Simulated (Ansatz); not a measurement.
# GaH4+ (singlet): from Hartree-Fock to the top rungs, cc-pVDZ

Aim: climb from Hartree-Fock through coupled cluster for GaH4+ (singlet) at one geometry and basis, and see what each rung misses.

Program: Ansatz 0.2.0, Gaussian basis. Level of theory: cc-pVDZ, core rule «outside noble gas», up to 14 orbitals frozen. These are calculated values, not measurements.

Plan: UHF; CCSD(T) on RHF; BCCD(T) on RHF; CISD; CCSDT(Q) on RHF; CCSDTQ on RHF; Full CI.

11 further runs of the same task are left out: 4 for a known fault of the program, 4 that didn't finish, 3 set aside as unsound or not needed.

## Step 1: The geometry

The geometry is a PBE0/def2-TZVP stationary point (not a proven minimum). No spin-orbit coupling is included. The filled d shell of Ga may be among the frozen orbitals whatever the setting's name suggests; the logs give the count.

5 atoms, charge 1, spin multiplicity 1.

Atoms are counted from 1 here; the program's logs count them from 0.

Bond lengths: Ga1–H2 1.527 Å, Ga1–H4 1.527 Å, H3–H5 0.765 Å. Angles: H2–Ga1–H4 169.3°.

## Step 2: UHF

in.yaml

```yaml
crystal:
  periodic: [false, false, false]
  atoms:
    - {symbol: Ga, position_ang: [0.000000, 0.000000, -0.055194]}
    - {symbol: H, position_ang: [0.000000, 1.520673, -0.197915]}
    - {symbol: H, position_ang: [0.000000, 0.382522, 2.106890]}
    - {symbol: H, position_ang: [0.000000, -1.520673, -0.197915]}
    - {symbol: H, position_ang: [0.000000, -0.382522, 2.106890]}
basis:
  gaussian: {orbitals: cc-pVDZ}
total_charge: 1
magnetization: {spin_polarized: true, initial_magnetization: 0}
hamiltonian: {xc: hf}
output: {orbitals: {seedname: orbitals}}
```

Started as:

```bash
$ ansatz run in.yaml --threads 1 --pin off --events-out ev --progress --plain --max-ram 2393MiB
```

Further steps of the session: CCSD(T) on RHF; BCCD(T) on RHF; CISD; CCSDT(Q) on RHF; CCSDTQ on RHF; Full CI.

Q: Predict the results of all the runs planned. Wanted: FCI below the RHF energy; RMP2 from FCI; RCCSD from FCI; RCCSD(T) from FCI; RCCSDT(Q) from FCI; T1 diagnostic; effectively unpaired electrons.

The runs gave:

```
                         quantity                                                 value
         FCI below the RHF energy                                            -2.8284 eV
                    RMP2 from FCI                                       +16.23 kcal/mol
                   RCCSD from FCI                                        +0.77 kcal/mol
                RCCSD(T) from FCI                                        +0.21 kcal/mol
               RCCSDT(Q) from FCI                                        +0.01 kcal/mol
levels within 1 kcal/mol (43 meV)  RCCSD, RCCSD(T), BCCD(T), RCCSDT, RCCSDT(Q), RCCSDTQ
                    T1 diagnostic                                                 0.008
   effectively unpaired electrons                                                  0.03
```

In words: RCCSD(T) lands +0.21 kcal/mol from the yardstick (0.3 % of the correlation energy). One determinant dominates. These misses are within one basis, not against nature.
